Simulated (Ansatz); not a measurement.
**Hf: properties at the relaxed cell**

An exercise on one series of results from a longer session: the logs are not shown, and one member is left open.

Method: DFT PBE, scalar-relativistic, plane waves, PAW, in Ansatz 0.2.0.

### The structure to begin with

The structure is hexagonal, space group P6_3/mmc (No. 194). The conventional cell has a = 3.205 Å, b = 3.205 Å, c = 5.068 Å, α = 90.00°, β = 90.00°, γ = 120.00°. Hf (site symmetry -6m2) is surrounded by 12 Hf at 3.14 to 3.20 Å.

Coordinates:

```
Hf
1.0
     3.20462    0.00000    0.00000
    -1.60231    2.77529    0.00000
     0.00000    0.00000    5.06766
Hf
2
Direct
  0.33333 0.66667 0.25000
  0.66667 0.33333 0.75000
```

It is the result of an earlier relaxation at this level (volume 22.54 Å³/atom; gap on the mesh: none (metal)).

Set-up of the first run:

File input.yaml:

```yaml
crystal:
  lattice:
    - [3.2046233997, 0.0, 0.0]
    - [-1.6023116998, 2.7752852737, 0.0]
    - [0.0, 0.0, 5.0676571121]
  atoms:
    - { symbol: Hf, position: [0.3333333333, 0.6666666667, 0.25] }
    - { symbol: Hf, position: [0.6666666667, 0.3333333333, 0.75] }
basis:
  ecutwfc: 420
kpoints:
  mp_grid: { grid: [15, 15, 8] }
hamiltonian:
  xc: pbesol
scf:
  occupations: { method: gaussian, width: 0.1 }
output:
  forces: true
  stress: true
  eigenvalues: true
relax:
  adjacent_minimum: "off"
  f_tol: 0.005
  max_steps: 50
  cell: { stress_tol: 0.05 }
```

The run is started by

```
ansatz run input.yaml --threads 1 --pin off --max-ram 2560MiB --backend cpu --events-out ev --progress --plain --runs-dir out
```

Steps of the session up to this table: Relaxing with PBEsol; Relaxing with PBE+D3(BJ); Relaxing with LDA; The cell under r2SCAN.

One table of the session follows, with a row left open; its other results are not shown here.

It belongs to the step «One structure, several functionals». 

```
functional  a (Å)  b (Å)  c (Å)  volume (Å³/atom)
       PBE  3.205  3.205  5.068             22.54
    PBEsol  3.160  3.160  4.996             21.61
PBE+D3(BJ)      ?      ?      ?                 ?
       LDA  3.121  3.121  4.939             20.83
    r2SCAN  3.198  3.198  5.047             22.35
```

Estimate the missing values for PBE+D3(BJ).

As computed: a (Å): 3.171; b (Å): 3.171; c (Å): 5.017; volume (Å³/atom): 21.85. In the column «a (Å)» it lies between PBEsol (3.160) and r2SCAN (3.198).
